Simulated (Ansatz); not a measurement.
# MnCoSn, space group P6_3/mmc: a single point from an input typed as a dict

Computed with the Python package of Ansatz (0.2.0).

At the Python prompt:
```pycon
>>> from collections import Counter
>>> import json
>>> import ansatz
>>> config = {
...     "crystal": {
...         "lattice": [[4.36624, 0.0, 0.0], [-2.18312, 3.781274, 0.0], [0.0, 0.0, 5.401212]],
...         "atoms": [
...             {"symbol": "Mn", "position": [0.0, 0.0, 0.0], "spin": 0.2},
...             {"symbol": "Mn", "position": [0.0, 0.0, 0.5], "spin": 0.2},
...             {"symbol": "Co", "position": [0.333333, 0.666667, 0.75], "spin": 0.2},
...             {"symbol": "Co", "position": [0.666667, 0.333333, 0.25], "spin": 0.2},
...             {"symbol": "Sn", "position": [0.333333, 0.666667, 0.25], "spin": 0.2},
...             {"symbol": "Sn", "position": [0.666667, 0.333333, 0.75], "spin": 0.2},
...         ],
...     },
...     "magnetization": {"spin_polarized": True},
...     "kpoints": {"mp_grid": {"grid": [6, 6, 5]}},
...     "hamiltonian": {"xc": "pbesol", "dispersion": "d3bjatm"},
...     "scf": {
...         "occupations": {"method": "gaussian", "width": 0.05},
...         "algorithm": "density_mixing",
...     },
...     "output": {"stress": True, "eigenvalues": True},
... }
>>> out = ansatz.Session.from_dict(config).plan().execute()
DeckWarning: the atoms were moved onto the symmetric positions of the space group found under crystal.symmetry.tolerance 1.0e-5 (fractional; no operation is sought that the atoms, as they stand in a round, miss by more than twice it, and no atom is moved by as much as it), and the run uses the moved positions. Before a round's move an operation carried an atom to 4.37e-6 Å from where it should [...]
DeckWarning: basis.ecutwfc = 420 eV, auto-derived from the records' recommended cutoffs: set by Mn (normal level)
RunWarning: an SCF from ferrimagnetic starting moments (-3.22, 3.22, 0.20, 0.20, 0.20, 0.20 Bohr magnetons, atom by atom) was not made, by what the run has read of turns of its moments that order reads lower: the deck asks for what bars it, or types moments that do (magnetization.spin_polarized, in the input reference, names some of the keys), or the run goes by scf.lower_state_search: light, the [...]
>>> rep = out.report
>>> rep["published_state_doubts"]
['other_magnetic_order']
>>> for key in ("converged", "n_iterations", "n_electrons", "n_kpoints", "n_pw", "n_symmetry_ops", "free_energy_ev", "fermi_energy_ev"):
...     print(f"{key:18s} {rep[key]}")
...
converged          True
n_iterations       14
n_electrons        92.0
n_kpoints          21
n_pw               1753
n_symmetry_ops     24
free_energy_ev     -29824.919412546282
fermi_energy_ev    16.187746446785212
>>> edges = rep.get("band_edges_ev")
>>> if edges:
...     print(f"band edges on the mesh: {edges[0]:.3f} and {edges[1]:.3f} eV, gap {edges[1] - edges[0]:.3f} eV")
... else:
...     print("no band edges reported (a metal, or a gap too narrow for this smearing); Fermi level", round(rep["fermi_energy_ev"], 3), "eV")
...
no band edges reported (a metal, or a gap too narrow for this smearing); Fermi level 16.188 eV
>>> print(f"net moment {rep['magnetization_mub']:.3f} muB, absolute {rep['absolute_magnetization_mub']:.3f} muB")
net moment 7.497 muB, absolute 8.191 muB
>>> for index, (site, m) in enumerate(zip(out.lattice.sites, rep["site_moments_mub"])):
...     print(f"  {index:2d} {site.symbol:2s} {m:7.3f}")
...
   0 Mn   3.171
   1 Mn   3.171
   2 Co   0.624
   3 Co   0.624
   4 Sn  -0.053
   5 Sn  -0.053
>>> keep = ["free_energy_ev", "energy_sigma0_ev", "fermi_energy_ev", "n_iterations", "converged", "magnetization_mub", "n_kpoints"]
>>> with open("mncosn.json", "w") as handle:
...     json.dump({key: rep[key] for key in keep}, handle, indent=1)
...
>>> told = Counter((n["data"]["severity"], n["data"]["kind"]) for n in out.notices if n["event"] == "notice")
>>> for (severity, kind), count in sorted(told.items()):
...     print(f"{severity:8s} {kind} x{count}")
...
audit    band_cg_iterations x1
audit    preconditioner_resolved x1
warning  other_magnetic_order x1
```

File `mncosn.json` afterwards:
```json
{
 "free_energy_ev": -29824.919412546282,
 "energy_sigma0_ev": -29824.915326082988,
 "fermi_energy_ev": 16.187746446785212,
 "n_iterations": 14,
 "converged": true,
 "magnetization_mub": 7.496632831627835,
 "n_kpoints": 21
}
```

These settings explore the input space; cutoff and mesh may be short of convergence. Other magnetic orders than the one started from may lie lower. Dispersion corrections can be off by several per cent in the lattices of metals, and by several GPa in the pressure at a fixed cell. The mesh is modest for a metal, so energies can be off by several to tens of meV an atom and pressures by half a GPa or more; differences at equal mesh fare better. The zero of the levels is a convention of the potentials, so an absolute Fermi energy is no work function. At these settings the cell as given stands under about -11 GPa, so it isn't at this functional's equilibrium volume. The structure comes from a database of computed cells and needn't be a stable or known phase. Levels are Kohn-Sham eigenvalues on this mesh, without spin-orbit coupling. Warnings are shown shortened and without file and line. Hardware and time: 96 s on 1 thread of AMD EPYC 7571, with other jobs on the host, peak memory 0.57 GiB.

(Lines on the test bed's own set-up are left out of the output.)
